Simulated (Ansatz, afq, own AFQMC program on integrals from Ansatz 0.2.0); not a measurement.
# CoN2+ (triplet): quantum Monte Carlo beside coupled cluster at distance Co1–N2 = 1.905 Å, def2-SVP

How near does AFQMC come to the top of the ladder for CoN2+ (triplet)?

Computed with Ansatz 0.2.0, Gaussian basis, and an in-house AFQMC program (afq) on its integrals; all values are calculated. Level: def2-SVP, frozen cores.

The runs, in order: PBE (unrestricted); CCSD(T) on UHF; r2SCAN (unrestricted); PBE0 (unrestricted); B3LYP (unrestricted); wB97M-V (unrestricted); CCSDT(Q) on UHF; B2PLYP (unrestricted); Phaseless AFQMC, CISD trial on UHF.

2 further runs of the same task are left out: 2 that didn't finish.

### Step 1. The geometry

The geometry derives from a PBE0/def2-TZVP stationary point (not a proven minimum). One bond is set to the value named and the two fragments are kept rigid.

3 atoms, charge 1, spin multiplicity 3.

Atoms are counted from 1 here; the program's logs count them from 0.

Bond lengths: Co1–N2 1.905 Å, N2–N3 1.092 Å. Angles: Co1–N2–N3 180.0°.

### Step 2. PBE (unrestricted)

Input file in.yaml:

```yaml
crystal:
  periodic: [false, false, false]
  atoms:
    - {symbol: Co, position_ang: [0.000000, 0.000000, 1.634000]}
    - {symbol: N, position_ang: [0.000000, 0.000000, -0.271000]}
    - {symbol: N, position_ang: [0.000000, 0.000000, -1.363000]}
basis:
  gaussian: {orbitals: def2-SVP}
total_charge: 1
magnetization: {spin_polarized: true, initial_magnetization: 2}
hamiltonian: {xc: {name: PBE}}
output: {orbitals: {seedname: orbitals}}
```

On the command line:

```
$ ansatz run in.yaml --threads 1 --pin off --events-out ev --progress --plain --max-ram 5120MiB --backend cpu
```

Log:

```text
Functional definition: PBE
  name "PBE"
  cite "Perdew, Burke & Ernzerhof, Phys. Rev. Lett. 77, 3865 (1996) doi:10.1103/PhysRevLett.77.3865"
  parent pbe
  parameter kappa = 0.804
  parameter beta = 0.06672455060314922
  exchange = pbe_x(kappa = kappa, mu = beta*pi^2/3)
  correlation = pbe_c(beta = beta)
730 factors; their error is unknown
mean field evaluation 1: about -40565.3483 eV, gradient 6.9e1 eV
mean field evaluation 2: about -40123.8656 eV, gradient 1.8e2 eV
mean field evaluation 4: about -40445.9307 eV, gradient 1.5e2 eV
mean field evaluation 8: about -40582.1402 eV, gradient 1.1e-1 eV
mean field evaluation 16: about -40580.6851 eV, gradient 9.1e0 eV
mean field evaluation 32: about -40581.8712 eV, gradient 2.5e-1 eV
mean field evaluation 64: about -40582.0732 eV, gradient 4.7e-1 eV
mean field -40582.14029206 eV, -1491.3661481706 hartree, gradient 1.2e-5 eV, S^2 2.011116; 7 other end points of the search recorded, 0 dependent functions left out
reference -40582.14032954 eV, -1491.3661495481 hartree; 21, 19 occupied and 38, 40 virtual orbitals, 730 factors
Total energy: -40582.14032954 eV, -1491.3661495481 hartree
```

Run time: 8 s. Hardware: 1 thread of AMD EPYC 7R13 (Zen 3), shared host; peak memory 1.6 GiB.

From the report: ⟨S²⟩ of the determinant 2.011 (pure triplet: 2.00).

### Step 3. CCSD(T) on UHF

in.yaml: that of step 2 with these lines changed.

```diff
@@ -10,3 +10,2 @@
 magnetization: {spin_polarized: true, initial_magnetization: 2}
-hamiltonian: {xc: {name: PBE}}
-output: {orbitals: {seedname: orbitals}}
+correlation: {method: ccsd_t, electrons: outside_noble_gas, hamiltonian_folder: ham}
```

On the command line:

```
$ ansatz run in.yaml --threads 1 --pin off --events-out ev --progress --plain --max-ram 15360MiB --backend cuda --devices 0, --max-vram 18GiB
```

Log, cut to the lines that bear on the results:

```text
Functional definition: HF
  name "HF"
  cite "Fock, Z. Phys. 61, 126 (1930) doi:10.1007/BF01340294"
  parent pbe
[...]
616 factors; integrals over basis functions are off by at most 1.1e-3 eV
[...]
mean field -40539.23973273 eV, -1489.7895816941 hartree, gradient 5.1e-6 eV, S^2 2.929306; 28 other end points of the search recorded, 0 dependent functions left out
determinant -40539.23973273 eV, -1489.7895816941 hartree, with singles and doubles -40551.70175409 eV, -1490.2475525323 hartree
determinant -40539.12336099 eV, -1489.7853051115 hartree, with singles and doubles -40551.44007361 eV, -1490.2379359518 hartree
determinant -40538.97861086 eV, -1489.7799856426 hartree, with singles and doubles -40552.45084207 eV, -1490.2750810077 hartree
determinant -40538.76609539 eV, -1489.7721758431 hartree, with singles and doubles -40551.27988874 eV, -1490.2320492664 hartree
[...]
determinant -40536.59238780 eV, -1489.6922935623 hartree, with singles and doubles -40549.40671967 eV, -1490.1632115728 hartree
determinant -40539.23973273 eV, -1489.7895816941 hartree, with singles and doubles -40552.15089140 eV, -1490.2640580240 hartree
determinant -40538.97861086 eV, -1489.7799856426 hartree, with singles and doubles -40552.45281785 eV, -1490.2751536163 hartree
determinant -40538.71385926 eV, -1489.7702562007 hartree, with singles and doubles -40552.26627767 eV, -1490.2682983910 hartree
11 core orbitals not correlated: weight in the atoms' cores, before any rotation towards them, 0.999 or more for the frozen orbitals, at most 0.000 for the correlated occupied ones
reference -40538.97861086 eV, -1489.7799856426 hartree; 10, 8 occupied and 38, 40 virtual orbitals, 616 factors
second order -13.69009523 eV of doubles, -0.00000000 eV of singles
cycle   1  -13.47422029 eV  change   -1.3e-5 eV  update   5.5e-6
perturbative correction -0.50048645 eV, -0.0183925377 hartree
Total energy: -40552.95331760 eV, -1490.2935466428 hartree
```

Run time: 11 s. Hardware: 1 × NVIDIA H100 80GB HBM3 with 1 thread of AMD EPYC 7R13 (Zen 3), shared host; peak host memory 1.6 GiB.

From the report: ⟨S²⟩ of the determinant 2.008 (pure triplet: 2.00); correlation -13.9747 eV; T1 0.021; largest double amplitude 0.07.

This run also writes the integrals to the folder ham.

### Step 4. r2SCAN (unrestricted)

in.yaml: that of step 3 with these lines changed.

```diff
@@ -10,2 +10,2 @@
 magnetization: {spin_polarized: true, initial_magnetization: 2}
-correlation: {method: ccsd_t, electrons: outside_noble_gas, hamiltonian_folder: ham}
+hamiltonian: {xc: {name: r2SCAN}}
```

On the command line:

```
$ ansatz run in.yaml --threads 1 --pin off --events-out ev --progress --plain --max-ram 5120MiB --backend cpu
```

Log:

```text
Functional definition: r2SCAN
  name "r2SCAN"
  cite "Furness, Kaplan, Ning, Perdew & Sun, J. Phys. Chem. Lett. 11, 8208 (2020) doi:10.1021/acs.jpclett.0c02405"
  cite "Furness, Kaplan, Ning, Perdew & Sun, J. Phys. Chem. Lett. 11, 9248 (2020) doi:10.1021/acs.jpclett.0c03077"
  parent r2scan
  parameter k0 = 0.174
  parameter k1 = 0.065
  parameter a1 = 4.9479
  exchange = r2scan_x(k0 = k0, k1 = k1, a1 = a1)
  correlation = r2scan_c
730 factors; their error is unknown
mean field evaluation 1: about -40574.1748 eV, gradient 6.8e1 eV
mean field evaluation 2: about -40125.4607 eV, gradient 1.8e2 eV
mean field evaluation 4: about -40484.9167 eV, gradient 1.4e2 eV
mean field evaluation 8: about -40589.9998 eV, gradient 1.1e-1 eV
mean field evaluation 16: about -40589.9120 eV, gradient 6.0e-1 eV
mean field -40589.99982845 eV, -1491.6549808056 hartree, gradient 1.1e-5 eV, S^2 2.009882; 1 other end points of the search recorded, 0 dependent functions left out
reference -40589.99983910 eV, -1491.6549811968 hartree; 21, 19 occupied and 38, 40 virtual orbitals, 730 factors
Total energy: -40589.99983910 eV, -1491.6549811968 hartree
```

Run time: 7 s. Hardware: 1 thread of AMD EPYC 7R13 (Zen 3), shared host; peak memory 1.6 GiB.

From the report: ⟨S²⟩ of the determinant 2.010 (pure triplet: 2.00).

### Step 5. PBE0 (unrestricted)

in.yaml: that of step 4 with these lines changed.

```diff
@@ -10,2 +10,3 @@
 magnetization: {spin_polarized: true, initial_magnetization: 2}
-hamiltonian: {xc: {name: r2SCAN}}
+hamiltonian: {xc: {name: PBE0}}
+output: {orbitals: {seedname: orbitals}}
```

Same command.

Log, cut to the lines that bear on the results:

```text
Functional definition: PBE0
  name "PBE0"
  cite "Adamo & Barone, J. Chem. Phys. 110, 6158 (1999) doi:10.1063/1.478522"
  cite "Perdew, Burke & Ernzerhof, Phys. Rev. Lett. 77, 3865 (1996) doi:10.1103/PhysRevLett.77.3865"
  parent pbe
[...]
616 factors; integrals over basis functions are off by at most 1.1e-3 eV
[...]
mean field -40582.37703968 eV, -1491.3748484851 hartree, gradient 1.5e-5 eV, S^2 2.008287; 2 other end points of the search recorded, 0 dependent functions left out
reference -40582.37706461 eV, -1491.3748494014 hartree; 21, 19 occupied and 38, 40 virtual orbitals, 616 factors
Total energy: -40582.37706461 eV, -1491.3748494014 hartree
```

It took 3.5 s on 1 thread of AMD EPYC 7R13 (Zen 3), shared host; peak memory 1.6 GiB.

From the report: ⟨S²⟩ of the determinant 2.008 (pure triplet: 2.00).

### Step 6. B3LYP (unrestricted)

in.yaml: that of step 5 with these lines changed.

```diff
@@ -10,3 +10,2 @@
 magnetization: {spin_polarized: true, initial_magnetization: 2}
-hamiltonian: {xc: {name: PBE0}}
-output: {orbitals: {seedname: orbitals}}
+hamiltonian: {xc: {name: B3LYP}}
```

The command is unchanged.

Log, cut to the lines that bear on the results:

```text
Functional definition: B3LYP
  name "B3LYP"
  cite "Stephens, Devlin, Chabalowski & Frisch, J. Phys. Chem. 98, 11623 (1994) doi:10.1021/j100096a001"
  cite "Becke, Phys. Rev. A 38, 3098 (1988) doi:10.1103/PhysRevA.38.3098"
  cite "Lee, Yang & Parr, Phys. Rev. B 37, 785 (1988) doi:10.1103/PhysRevB.37.785"
  cite "Vosko, Wilk & Nusair, Can. J. Phys. 58, 1200 (1980) doi:10.1139/p80-159"
[...]
616 factors; integrals over basis functions are off by at most 1.1e-3 eV
[...]
mean field -40592.94903359 eV, -1491.7633620954 hartree, gradient 2.6e-6 eV, S^2 2.007909; 2 other end points of the search recorded, 0 dependent functions left out
reference -40592.94921401 eV, -1491.7633687255 hartree; 21, 19 occupied and 38, 40 virtual orbitals, 616 factors
Total energy: -40592.94921401 eV, -1491.7633687255 hartree
```

It took 3.5 s on 1 thread of AMD EPYC 7R13 (Zen 3), shared host; peak memory 1.6 GiB.

From the report: ⟨S²⟩ of the determinant 2.008 (pure triplet: 2.00).

### Step 7. wB97M-V (unrestricted)

in.yaml: that of step 6 with these lines changed.

```diff
@@ -10,2 +10,3 @@
 magnetization: {spin_polarized: true, initial_magnetization: 2}
-hamiltonian: {xc: {name: B3LYP}}
+hamiltonian: {xc: {name: wB97M-V}}
+output: {orbitals: {seedname: orbitals}}
```

Launched as before.

Log, cut to the lines that bear on the results:

```text
Functional definition: wB97M-V
  name "wB97M-V"
  cite "Mardirossian & Head-Gordon, J. Chem. Phys. 144, 214110 (2016) doi:10.1063/1.4952647"
  cite "Becke, J. Chem. Phys. 107, 8554 (1997) doi:10.1063/1.475007"
  cite "Vydrov & Van Voorhis, J. Chem. Phys. 133, 244103 (2010) doi:10.1063/1.3521275"
  # Of w^i u^j: cxij and so on, Table III.
[...]
  gx(w, u) = 1 - cx + cx01*u + cx10*w
  gss(w, u) = css00 + css04*u^4 + css10*w + css20*w^2 + css43*w^4*u^3
  gos(w, u) = cos00 + cos10*w + (cos20 + cos21*u)*w^2 + (cos60 + cos61*u)*w^6
[...]
      + integral(e_c_pw_mod_opposite_spin*gos(b97_w_opposite, b97_u_opposite)) + vv10(b, c)
616 factors; integrals over basis functions are off by at most 1.1e-3 eV
104 factors; integrals over basis functions are off by at most 2.7e-4 eV
[...]
mean field -40589.29068633 eV, -1491.6289203132 hartree, gradient 6.9e-6 eV, S^2 2.005978; 2 other end points of the search recorded, 0 dependent functions left out
reference -40589.29072840 eV, -1491.6289218593 hartree; 21, 19 occupied and 38, 40 virtual orbitals, 616 factors
Total energy: -40589.29072840 eV, -1491.6289218593 hartree
```

Run time: 16 s. Hardware: 1 thread of AMD EPYC 7R13 (Zen 3), shared host; peak memory 1.6 GiB.

From the report: ⟨S²⟩ of the determinant 2.006 (pure triplet: 2.00).

### Step 8. CCSDT(Q) on UHF

in.yaml: that of step 7 with these lines changed.

```diff
@@ -10,3 +10,2 @@
 magnetization: {spin_polarized: true, initial_magnetization: 2}
-hamiltonian: {xc: {name: wB97M-V}}
-output: {orbitals: {seedname: orbitals}}
+correlation: {method: ccsdt_q, electrons: outside_noble_gas}
```

On the command line:

```
$ ansatz run in.yaml --threads 1 --pin off --events-out ev --progress --plain --max-ram 15360MiB --backend cuda --devices 0, --max-vram 18GiB
```

Log, cut to the lines that bear on the results:

```text
Functional definition: HF
  name "HF"
  cite "Fock, Z. Phys. 61, 126 (1930) doi:10.1007/BF01340294"
  parent pbe
[...]
1074 factors; integrals over basis functions are off by at most 1.9e-7 eV
[...]
mean field -40539.23986517 eV, -1489.7895865611 hartree, gradient 4.6e-6 eV, S^2 2.929305; 28 other end points of the search recorded, 0 dependent functions left out
determinant -40539.23986517 eV, -1489.7895865611 hartree, with singles and doubles -40551.70192025 eV, -1490.2475586384 hartree
determinant -40539.12349207 eV, -1489.7853099288 hartree, with singles and doubles -40551.44022823 eV, -1490.2379416342 hartree
determinant -40538.97877008 eV, -1489.7799914939 hartree, with singles and doubles -40552.45103429 eV, -1490.2750880714 hartree
determinant -40538.76622683 eV, -1489.7721806734 hartree, with singles and doubles -40551.28005002 eV, -1490.2320551933 hartree
[...]
determinant -40539.23986517 eV, -1489.7895865611 hartree, with singles and doubles -40552.15107387 eV, -1490.2640647296 hartree
determinant -40538.97877008 eV, -1489.7799914939 hartree, with singles and doubles -40552.45301003 eV, -1490.2751606788 hartree
determinant -40538.71400441 eV, -1489.7702615349 hartree, with singles and doubles -40552.26645219 eV, -1490.2683048046 hartree
[...]
11 core orbitals not correlated: weight in the atoms' cores, before any rotation towards them, 0.999 or more for the frozen orbitals, at most 0.000 for the correlated occupied ones
reference -40538.97877008 eV, -1489.7799914939 hartree; 10, 8 occupied and 38, 40 virtual orbitals, 1074 factors
second order -13.69014083 eV of doubles, -0.00000000 eV of singles
cycle   1  -12.87507806 eV  change    8.2e-1 eV  update   1.3e-1
[...]
cycle   2  -13.98761031 eV  change   -1.1e-7 eV  update   1.0e-6
perturbative correction -0.04716674 eV, -0.0017333457 hartree
Total energy: -40553.01354713 eV, -1490.2957600372 hartree
```

It took 29 s on 1 × NVIDIA H100 80GB HBM3 with 1 thread of AMD EPYC 7R13 (Zen 3), shared host; peak host memory 1.6 GiB.

From the report: ⟨S²⟩ of the determinant 2.009 (pure triplet: 2.00); correlation -14.0348 eV; T1 0.021; largest double amplitude 0.08.

### Step 9. B2PLYP (unrestricted)

in.yaml: that of step 8 with these lines changed.

```diff
@@ -10,2 +10,3 @@
 magnetization: {spin_polarized: true, initial_magnetization: 2}
-correlation: {method: ccsdt_q, electrons: outside_noble_gas}
+hamiltonian: {xc: {name: B2PLYP}}
+correlation: {electrons: outside_noble_gas}
```

On the command line:

```
$ ansatz run in.yaml --threads 1 --pin off --events-out ev --progress --plain --max-ram 5120MiB --backend cpu
```

Log, cut to the lines that bear on the results:

```text
Functional definition: B2PLYP
  name "B2PLYP"
  cite "Grimme, J. Chem. Phys. 124, 034108 (2006) doi:10.1063/1.2148954"
  cite "Becke, Phys. Rev. A 38, 3098 (1988) doi:10.1103/PhysRevA.38.3098"
  cite "Lee, Yang & Parr, Phys. Rev. B 37, 785 (1988) doi:10.1103/PhysRevB.37.785"
[...]
616 factors; integrals over basis functions are off by at most 1.1e-3 eV
[...]
mean field -40576.47142284 eV, -1491.1578210692 hartree, gradient 3.4e-6 eV, S^2 2.006027; 6 other end points of the search recorded, 0 dependent functions left out
11 core orbitals not correlated: weight in the atoms' cores, before any rotation towards them, 1.000 or more for the frozen orbitals, at most 0.000 for the correlated occupied ones
reference -40576.47153131 eV, -1491.1578250554 hartree; 10, 8 occupied and 38, 40 virtual orbitals, 616 factors
second order -17.19310901 eV of doubles, -0.00000000 eV of singles
Total energy: -40581.11367074 eV, -1491.3284205330 hartree
```

Run time: 9.5 s. Hardware: 1 thread of AMD EPYC 7R13 (Zen 3), shared host; peak memory 1.6 GiB.

From the report: ⟨S²⟩ of the determinant 2.006 (pure triplet: 2.00).

### Step 10. Phaseless AFQMC, CISD trial on UHF

It reads the integrals that the CCSD(T) run on this determinant wrote.

On the command line:

```
$ afq ham --method phaseless --trial cisd --walkers 4000 --populations 20 --least-time 60 --time-step 0.005 --steps-per-block 50 --equilibration-blocks 40 --max-blocks 4000 --target-error 0.00026 --factor-cut 1e-05 --start spin_pure --seed 6353 --release-times 0.24,0.6,1.2,1.8,2.6 --release-step 0.04 --release-every 4 --taylor-order 6
```

Log:

```text
orbitals 48  electrons 10 8  factors 405 of 616
reference energy -1489.77998564 Eh
CCSD correlation -0.49516856 Eh in 18 cycles, weight of the determinant in the CISD state 0.8525
energy of the start -1490.274818 Eh
 block  time / (1/Eh)  mean weight  energy / Eh
     1     0.250  0.9996  -1490.268550
     2     0.500  0.9998  -1490.278443
     3     0.750  0.9999  -1490.283904
     4     1.000  1.0000  -1490.288409
     5     1.250  0.9999  -1490.291590
     6     1.500  1.0001  -1490.293537
     7     1.750  0.9996  -1490.290674
     8     2.000  0.9994  -1490.292418
     9     2.250  1.0001  -1490.291965
    10     2.500  0.9997  -1490.293117
    13     3.250  0.9998  -1490.293358
    17     4.250  0.9998  -1490.296569
    21     5.250  1.0003  -1490.291597
    25     6.250  0.9998  -1490.293836
    29     7.250  0.9996  -1490.294478
    33     8.250  1.0002  -1490.298227
    37     9.250  0.9997  -1490.295427
    41    10.250  1.0004  -1490.296894
    45    11.250  0.9998  -1490.296363
    49    12.250  0.9998  -1490.294719
    53    13.250  1.0003  -1490.295160
    57    14.250  0.9998  -1490.295089
    61    15.250  0.9995  -1490.292192
    65    16.250  1.0006  -1490.295608
    69    17.250  0.9995  -1490.293533
    73    18.250  0.9999  -1490.299801
    77    19.250  0.9999  -1490.296912
    81    20.250  1.0006  -1490.296009
    85    21.250  1.0004  -1490.294197
    89    22.250  1.0005  -1490.292550
    93    23.250  1.0003  -1490.295164
    97    24.250  1.0003  -1490.294564
   101    25.250  1.0000  -1490.295778
   105    26.250  0.9996  -1490.292242
   109    27.250  0.9999  -1490.299710
   113    28.250  1.0001  -1490.293209
   117    29.250  0.9991  -1490.295603
   121    30.250  0.9995  -1490.296358
   125    31.250  1.0000  -1490.294643
   129    32.250  0.9998  -1490.294086
   133    33.250  1.0010  -1490.294852
   137    34.250  1.0002  -1490.295051
   141    35.250  1.0001  -1490.295510
   145    36.250  0.9999  -1490.295185
   149    37.250  1.0001  -1490.294199
   153    38.250  0.9999  -1490.294795
   157    39.250  0.9996  -1490.292462
   161    40.250  1.0000  -1490.295681
   165    41.250  0.9996  -1490.293943
error from the spread of 20 populations
released: time / (1/Eh)  energy / Eh  error  mean overlap
  0.24  -1490.295585  0.000221  0.9995
  0.60  -1490.295667  0.000483  0.9967
  1.20  -1490.296352  0.000500  0.9890
  1.80  -1490.206939  0.088676  0.9785
  2.60  -1490.296392  0.001352  0.9664
energy -1490.294601 +/- 0.000275 Eh
```

Run time: 2.8 min. Hardware: 1 × NVIDIA H100 80GB HBM3 with 2 threads of AMD EPYC 7R13 (Zen 3), shared host; peak host memory 1.6 GiB.

Energy -40552.9820 ± 0.0075 eV. Caveats: constraint bias not in the error.

### Step 11. All levels side by side

On the UHF determinant, counted from CCSDT(Q) (a yardstick, not exact):

```csv
level,energy (eV),from CCSDT(Q) (kcal/mol),statistical error (kcal/mol),time
HF,-40538.9786,+323.65,,
MP2,-40552.6687,+7.95,,
CCSD,-40552.4528,+12.93,,
CCSD(T),-40552.9533,+1.39,,
CCSDT(Q),-40553.0135,0.00,,
"Phaseless AFQMC, CISD trial, step 0.005, 4000 walkers",-40552.9820,+0.73,0.17,2.8 min
```

The functionals' totals stand on their own zeros and serve differences with other points: PBE -40582.140 eV; r2SCAN -40590.000 eV; PBE0 -40582.377 eV; B3LYP -40592.949 eV; wB97M-V -40589.291 eV; B2PLYP -40581.114 eV.

### Step 12. Results

```
                                        quantity                  value
                    CCSD(T) on UHF from CCSDT(Q)         +1.39 kcal/mol
Phaseless AFQMC, CISD trial on UHF from CCSDT(Q)  +0.73 ± 0.17 kcal/mol
```

**Reading.** On UHF the phaseless walk with the CISD trial lies +0.73 kcal/mol from CCSDT(Q), 4 times its error bar. Error bars are statistical and leave out the constraint, the time step and what remains of the start.
